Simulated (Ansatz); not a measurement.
## CH₅BOSi, SMILES O=CB[SiH3]: a geometry optimisation, step by step

Computed with Ansatz 0.2.0 through its Python package.

Run as a notebook:

In [1]:
```python
import ansatz
import numpy as np
import pandas as pd
```

In [2]:
```python
BASIS = "cc-pVDZ"
XC = "PBE"
VDW = "d4"
```

In [3]:
```python
geometry_ang = [
    ("O", (0.318, 1.8186, -2.0294)),
    ("C", (0.3478, 0.8156, -1.4188)),
    ("B", (-0.3002, 0.7123, -0.0019)),
    ("Si", (-0.0657, -0.939, 1.0045)),
    ("H", (0.8571, -0.042, -1.877)),
    ("H", (-0.8163, 1.6556, 0.4923)),
    ("H", (-0.7749, -2.0213, 0.2565)),
    ("H", (1.315, -1.274, 1.2006)),
    ("H", (-0.7924, -0.7721, 2.3561)),
]
system = ansatz.Crystal.molecule()
for symbol, xyz in geometry_ang:
    system = system.atom(symbol, xyz)
```

In [4]:
```python
setup = system.calculation().basis(gaussian=BASIS).functional(XC, dispersion=VDW)
symbols = [site.symbol for site in system.cartesian_sites]
start = np.array([site.position_ang for site in system.cartesian_sites], dtype=float)
def progress(event):
    if event["event"] == "relax_step":
        row = event["data"]
        print(f"step {row['step']:3d}  E = {row['lagrangian_ev']:.6f} eV  max force {row['allowed_force_max_ev_ang']:.4f} eV/A")
```

In [5]:
```python
rep = setup.relax(force_tolerance=0.02).session().plan().execute(on_event=progress).report
end = np.array(rep["positions_ang"])
```
```text
step   1  E = -11708.201425 eV  max force 4.7918 eV/A
step   2  E = -11708.519720 eV  max force 1.1154 eV/A
step   3  E = -11708.475844 eV  max force 1.9904 eV/A
step   4  E = -11708.597154 eV  max force 0.5380 eV/A
step   5  E = -11708.628577 eV  max force 0.2546 eV/A
step   6  E = -11708.658675 eV  max force 0.3609 eV/A
step   7  E = -11708.685513 eV  max force 1.5307 eV/A
step   8  E = -11708.771449 eV  max force 0.7740 eV/A
step   9  E = -11708.836640 eV  max force 0.4205 eV/A
step  10  E = -11708.878649 eV  max force 1.1193 eV/A
step  11  E = -11708.893630 eV  max force 1.4121 eV/A
step  12  E = -11708.854993 eV  max force 2.2142 eV/A
step  13  E = -11708.973930 eV  max force 0.6517 eV/A
step  14  E = -11709.009020 eV  max force 0.4301 eV/A
step  15  E = -11709.027092 eV  max force 0.3369 eV/A
step  16  E = -11709.031017 eV  max force 0.2942 eV/A
step  17  E = -11709.032363 eV  max force 0.2900 eV/A
step  18  E = -11709.034458 eV  max force 0.1585 eV/A
step  19  E = -11709.036623 eV  max force 0.1133 eV/A
step  20  E = -11709.039613 eV  max force 0.0400 eV/A
step  21  E = -11709.040585 eV  max force 0.0391 eV/A
step  22  E = -11709.040930 eV  max force 0.0404 eV/A
step  23  E = -11709.041171 eV  max force 0.0335 eV/A
step  24  E = -11709.041316 eV  max force 0.0187 eV/A
```

In [6]:
```python
for key in ("converged", "free_energy_ev", "reference_energy_ev", "n_frozen", "n_occupied", "n_virtual"):
    print(f"{key:22s} {rep[key]}")
```
```text
converged              True
free_energy_ev         -11709.041351747954
reference_energy_ev    -11708.88463878906
n_frozen               0
n_occupied             [19, 19]
n_virtual              [66, 66]
```

In [7]:
```python
print("bond        before    after (A)")
for i, j in [(0, 1), (1, 2), (1, 4), (2, 3), (2, 5), (3, 6), (3, 7), (3, 8)]:
    d0, d1 = (np.linalg.norm(xyz[i] - xyz[j]) for xyz in (start, end))
    print(f"{symbols[i]}{i}-{symbols[j]}{j}".ljust(10), f"{d0:8.4f} {d1:8.4f}")
for i, j, k in [(0, 1, 2), (0, 1, 4), (2, 1, 4), (1, 2, 3), (1, 2, 5), (3, 2, 5), (2, 3, 6), (2, 3, 7)]:
    u, v = end[i] - end[j], end[k] - end[j]
    print(f"angle {symbols[i]}{i}-{symbols[j]}{j}-{symbols[k]}{k}: {np.degrees(np.arccos(np.clip(u @ v / np.linalg.norm(u) / np.linalg.norm(v), -1, 1))):.2f} deg")

charges = rep["charge_distribution"]
table = pd.DataFrame({"atom": symbols, "mulliken": charges["mulliken_charges_e"], "lowdin": charges["lowdin_charges_e"]})
print(table.round(3).to_string())
print("dipole (e A):", np.round(charges["dipole_moment_e_ang"], 4) + 0.0)
```
```text
bond        before    after (A)
O0-C1        1.1746   1.2496
C1-B2        1.5615   1.5312
C1-H4        1.0976   1.1201
B2-Si3       1.9480   2.0223
B2-H5        1.1834   1.2158
Si3-H6       1.4946   1.5153
Si3-H7       1.4342   1.5117
Si3-H8       1.5436   1.5120
angle O0-C1-B2: 91.72 deg
angle O0-C1-H4: 122.42 deg
angle B2-C1-H4: 145.86 deg
angle C1-B2-Si3: 121.24 deg
angle C1-B2-H5: 117.14 deg
angle Si3-B2-H5: 121.45 deg
angle B2-Si3-H6: 108.04 deg
angle B2-Si3-H7: 112.91 deg
  atom  mulliken  lowdin
0    O    -0.141   0.294
1    C     0.174  -0.005
2    B    -0.085  -0.445
3   Si     0.095   0.224
4    H     0.034   0.009
5    H     0.007   0.021
6    H    -0.030  -0.029
7    H    -0.034  -0.038
8    H    -0.019  -0.030
dipole (e A): [-0.045  -0.0877 -0.3754]
```

Notes:
- The settings weren't tested for convergence.
- The end point is the stationary point reached from this start; no frequency run checks that it is a minimum, and the basis set is modest.
- The Löwdin charges here are taken after orthogonalising the functions within each atom; they differ from plain Löwdin charges, and their signs can be unphysical.
- Total less reference energy is the dispersion correction.
- Wall time of the script: 63 s on 1 thread of Arm Neoverse V2 (shared host), peak memory 0.26 GiB.

(Lines on the test bed's own set-up are left out of the output.)
